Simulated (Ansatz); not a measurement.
# YAl3, space group Pm-3m: a relaxation of cell and ions

Program: the Python package of Ansatz (0.2.0).

The script, `vcrelax_yal3.py`:
```python
'''Cell relaxation of YAl3.'''

import json
import warnings

import ansatz as az
import numpy as np

def edges_and_angles(cell):
    cell = np.asarray(cell)
    a, b, c = np.linalg.norm(cell, axis=1)
    cosines = cell[1] @ cell[2] / (b * c), cell[0] @ cell[2] / (a * c), cell[0] @ cell[1] / (a * b)
    return (a, b, c, *np.degrees(np.arccos(cosines)))

warnings.simplefilter('ignore', az.DeckWarning)

structure = (
    az.Lattice.cubic(4.240031)
    .space_group(221)
    .atom('Y', (0.0, 0.0, 0.0))
    .atom('Al', (0.0, 0.5, 0.5))
)

# edges free, angles fixed
calc = (
    structure.calculation()
    .functional('r2scan')
    .pseudopotentials('paw')
    .basis(530)
    .kpoints(5, 5, 5)
    .occupations('Fermi-Dirac')
    .scf(tolerance=1e-08)
    .relax(force_tolerance=0.05, fix_cell=['angles'], stress_tolerance=0.05)
    .density_of_states(energy_step=0.05, method='smearing', broadening_width=0.15, projected=True)
)
done = calc.run(threads=1, backend='cpu', events_out='events.ndjson')
with open('events.ndjson') as stream:
    events = [json.loads(line) for line in stream]
steps = [e['data'] for e in events if e['event'] == 'relax_step']
summary = done.report
for s in steps:
    flag = '' if s['accepted'] else '  (rejected)'
    print('step %2d  E = %.5f eV  largest force component = %.4f eV/A%s' % (s['step'], s['lagrangian_ev'], s['allowed_force_max_ev_ang'], flag))

first, last = steps[0], steps[-1]
symbols = [site.symbol for site in done.lattice.sites]
print(f'energy gained {first["lagrangian_ev"] - last["lagrangian_ev"]:.4f} eV in {len(steps) - 1} steps')
for label, vectors in (('before', first['cell_ang']), ('after', done.lattice.cell_ang)):
    print(label, 'a b c (A) {:.4f} {:.4f} {:.4f}  angles {:.2f} {:.2f} {:.2f}'.format(*edges_and_angles(vectors)), f' V = {abs(np.linalg.det(vectors)):.3f} A^3')
print('final stress xx yy zz (GPa, compression positive):', np.round(np.diag(summary['stress_gpa']), 3) + 0.0)

print('relaxed fractional positions')
for site in done.lattice.sites:
    print(f'  {site.symbol:2s}', ' '.join(f'{v % 1:8.5f}' for v in np.round(site.position_frac, 5)))

change = np.array(last['positions_ang']) @ np.linalg.inv(last['cell_ang']) - np.array(first['positions_ang']) @ np.linalg.inv(first['cell_ang'])
moved = np.linalg.norm(change @ np.array(last['cell_ang']), axis=1)
print('displacement within the cell, strain taken out (A):', ' '.join(f'{s}:{d:.3f}' for s, d in zip(symbols, moved)))

energy = summary['free_energy_ev']
print('YAl3: {:.6f} eV = {:.6f} Ry = {:.6f} Ha'.format(energy, energy / 13.605693, energy / 27.211386))
print('Fermi level {:.4f} eV, {} k-points, {} symmetry operations'.format(summary['fermi_energy_ev'], summary['n_kpoints'], summary['n_symmetry_ops']))

dos = done.density_of_states()
energy = np.asarray(dos.energies_ev) - dos.fermi_ev
projected = done.projected_density_of_states()
# electrons in each projected shell, from the curves below the Fermi level
step = energy[1] - energy[0]
for index, site in enumerate(projected.sites):
    for shell in site.shells:
        curve = sum(np.sum(part.g_bin_mean_per_ev, axis=0) for part in shell.curves)
        print(f'site {index} {site.species:2s} {shell.label:3s} filled {curve[energy <= 0].sum() * step:7.3f}  at E_F {np.interp(0, energy, curve):7.3f} /eV')
```

```console
$ python vcrelax_yal3.py
step  1  E = -5482.76876 eV  largest force component = 0.0000 eV/A
step  2  E = -5482.76876 eV  largest force component = 0.0000 eV/A
step  3  E = -5482.76886 eV  largest force component = 0.0000 eV/A
step  4  E = -5482.76888 eV  largest force component = 0.0000 eV/A
energy gained 0.0001 eV in 3 steps
before a b c (A) 4.2400 4.2400 4.2400  angles 90.00 90.00 90.00  V = 76.227 A^3
after a b c (A) 4.2435 4.2435 4.2435  angles 90.00 90.00 90.00  V = 76.412 A^3
final stress xx yy zz (GPa, compression positive): [-0.001 -0.001 -0.001]
relaxed fractional positions
  Y   0.00000  0.00000  0.00000
  Al  0.00000  0.50000  0.50000
  Al  0.50000  0.00000  0.50000
  Al  0.50000  0.50000  0.00000
displacement within the cell, strain taken out (A): Y:0.000 Al:0.000 Al:0.000 Al:0.000
YAl3: -5482.768877 eV = -402.976083 Ry = -201.488042 Ha
Fermi level 9.2884 eV, 10 k-points, 48 symmetry operations
site 0 Y  4S  filled   1.924  at E_F   0.000 /eV
site 0 Y  5S  filled   0.343  at E_F   0.004 /eV
site 0 Y  4P  filled   5.961  at E_F   0.005 /eV
site 0 Y  4D  filled   2.743  at E_F   0.552 /eV
site 1 Al 3S  filled   0.848  at E_F   0.011 /eV
site 1 Al 3P  filled   2.100  at E_F   0.209 /eV
site 2 Al 3S  filled   0.848  at E_F   0.011 /eV
site 2 Al 3P  filled   2.100  at E_F   0.209 /eV
site 3 Al 3S  filled   0.848  at E_F   0.011 /eV
site 3 Al 3P  filled   2.100  at E_F   0.209 /eV
```

What to keep in mind:
- Total energies depend on the potentials; only differences at equal settings carry meaning. A total without «per atom» is that of the cell as typed.
- Spin is left out of this run.
- Forces vanish by symmetry, so the ions can't move, and the end may be a saddle.
- For a metal this k-point mesh is coarse: on a finer one energies can move by several to tens of meV an atom and pressures by half a GPa or more, differences at one mesh by less.
- The zero of the levels is a convention of the potentials, so an absolute Fermi energy is no work function.
- Projections exist only for the shells that the potentials hold, some of them semicore, and samples at single energies can miss narrow peaks.
- Energies along a relaxation are free energies. Rows at an unchanged volume are solved on a plane-wave basis chosen afresh for that cell, so the energy jumps there and such rows are no steps of the walk.
- The program warned that this SCF threshold is loose for forces or stresses.
- The structure comes from a database of computed cells and needn't be a stable or known phase.
- The computed bands are complete only to about 1.8 eV above the Fermi level; beyond that the density of states is undercounted.
- The script silences the warnings on its input, which a real study should read.
- Run time: 9.4 s on 1 thread of Arm Neoverse V1 (shared host), peak memory 0.52 GiB.
